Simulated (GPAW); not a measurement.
## NbSi in GPAW: the effect of potentials

NbSi:

```
CELL_PARAMETERS angstrom
0.00000 2.57383 2.57383
2.57383 0.00000 2.57383
2.57383 2.57383 0.00000
ATOMIC_POSITIONS crystal
Nb 0.00000 0.00000 0.00000
Si 0.50000 0.50000 0.50000
```

The cell was built by a generator and needn't be a form met in nature.

Alike in all runs:

* Program: GPAW 26.7.0
* Task: equation of state
* Functional: PBE
* Cutoff: 600 eV
* Basis: pw
* k mesh: 9 × 9 × 9
* Occupations: fermi-dirac, width 0.05 eV
* Spin: no spin polarisation

Question: One run gave: V0 of scaled cells 17.29 Å³/atom; B0 154 GPa. Which potentials did it use?
A. JTH PAW 2.0
B. GPAW stock, other valence
C. PAW data sets made by gpaw-setup for the functional

Answer: B.

```tsv
potentials	V0 of scaled cells (Å³/atom)	B0 (GPa)
PAW data sets made by gpaw-setup for the functional	17.05	151
GPAW stock, other valence	17.29	154
JTH PAW 2.0	17.05	152
```

Caveats: the program truncates these outside data sets (some runs).

Not every run made on this cell is shown here.
